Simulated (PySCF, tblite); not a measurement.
# C3H16BNSi3: geometry, infrared bands and NMR shifts

Aim: predict the infrared bands and NMR shifts of C3H16BNSi3 (`CB(C)N[SiH2][SiH2]C[SiH3]`).

Programs: tblite 0.8.0 and PySCF 2.14.0, with density-fitted response routines of our own. Each step states its level of theory. These are calculated values for one molecule in the gas phase, unless marked as measured. Atoms are numbered from 0 throughout.

### 1 The molecule as given

24 atoms, charge 0, multiplicity 1; geometry from: force field or distance geometry start.

Bonds of the start (Å): C0–B1 1.58, B1–C2 1.60, B1–N3 1.53, N3–Si4 1.78, Si4–Si5 2.23, Si5–C6 1.87, C6–Si7 1.87, C0–H8 1.11, C0–H9 1.10, C0–H10 1.12, C2–H11 1.10, C2–H12 1.12, C2–H13 1.11, N3–H14 1.04, Si4–H15 1.47, Si4–H16 1.47, Si5–H17 1.47, Si5–H18 1.47, C6–H19 1.11, C6–H20 1.12, Si7–H21 1.47, Si7–H22 1.46, Si7–H23 1.46.

### 2 Optimising the geometry with GFN2-xTB

Job settings and geometry (Å):

```
{"job": {"kind": "relax", "xc": "GFN2-xTB", "basis": "xTB"}, "charge": 0, "multiplicity": 1}
C     -3.170000     0.165300    -0.668800
B     -2.001700    -0.293000     0.286000
C     -1.952100     0.223700     1.798000
N     -0.933400    -1.276500    -0.188400
Si     0.127700    -0.475900    -1.372200
Si     1.289800     1.160800    -0.394500
C      2.162600     0.515800     1.127700
Si     3.502500    -0.697200     0.652000
H     -3.125700     1.264900    -0.803400
H     -3.092800    -0.328500    -1.652100
H     -4.156900    -0.106200    -0.216500
H     -1.102000    -0.220800     2.333000
H     -2.905300    -0.058500     2.321400
H     -1.857100     1.331500     1.793500
H     -1.423500    -2.063300    -0.660000
H      1.067000    -1.459000    -1.917900
H     -0.669900     0.086500    -2.477700
H      2.277600     1.709200    -1.333900
H      0.358100     2.223500     0.018800
H      2.628800     1.363100     1.682000
H      1.422300     0.016800     1.795700
H      4.448200    -0.047000    -0.261200
H      2.897500    -1.855900    -0.007200
H      4.196500    -1.159400     1.854900
```

Started as:

```bash
$ OMP_NUM_THREADS=1 python probes_run.py task.json out
```

One launch serves the whole session: the jobs run in the order shown.

**Question.** This job is followed by: GFN2-xTB harmonic vibrations, gas phase; GIAO PBE0/pcSseg-1 NMR shielding, non-relativistic, gas phase. What will the session give for the following? strongest single infrared mode (GFN2-xTB); zero-point energy (GFN2-xTB); ¹³C shifts against TMS (PBE0/pcSseg-1, means over atoms taken as alike); ¹H shifts against TMS (PBE0/pcSseg-1, means over atoms taken as alike); ¹¹B shifts against BF3·OEt2 (PBE0/pcSseg-1); ¹⁵N shifts against NH3 (PBE0/pcSseg-1); ²⁹Si shifts against TMS (PBE0/pcSseg-1).

The runs gave:

| quantity | value |
| --- | --- |
| strongest single infrared mode (GFN2-xTB) | 1360 cm⁻¹, 581 km/mol |
| zero-point energy (GFN2-xTB) | 111.1 kcal/mol |
| ¹³C shifts against TMS (PBE0/pcSseg-1, means over atoms taken as alike) | 8.1, -14.8 ppm |
| ¹H shifts against TMS (PBE0/pcSseg-1, means over atoms taken as alike) | 5.04, 4.13, 3.92, 3.71, 0.41, 0.03 ppm |
| ¹¹B shifts against BF3·OEt2 (PBE0/pcSseg-1) | 50.5 ppm |
| ¹⁵N shifts against NH3 (PBE0/pcSseg-1) | 100.1 ppm |
| ²⁹Si shifts against TMS (PBE0/pcSseg-1) | -55.1, -73.0, -73.5 ppm |

What this shows: Over 220 steps the energy fell by 1.119 eV; of the close pairs, B1–N3 changed most, 1.528 to 1.402 Å. All 66 modes are real, so the xTB geometry is a minimum. The strongest single mode, at 1360 cm⁻¹, moves mainly B1 and N3. GFN2-xTB is a fitted tight-binding method: band positions and strengths are rough. Its intensities can rank the bands wrongly. At PBE0/pcSseg-1: The largest span, 137 ppm, is at N3, where the paramagnetic term is -156 ppm.
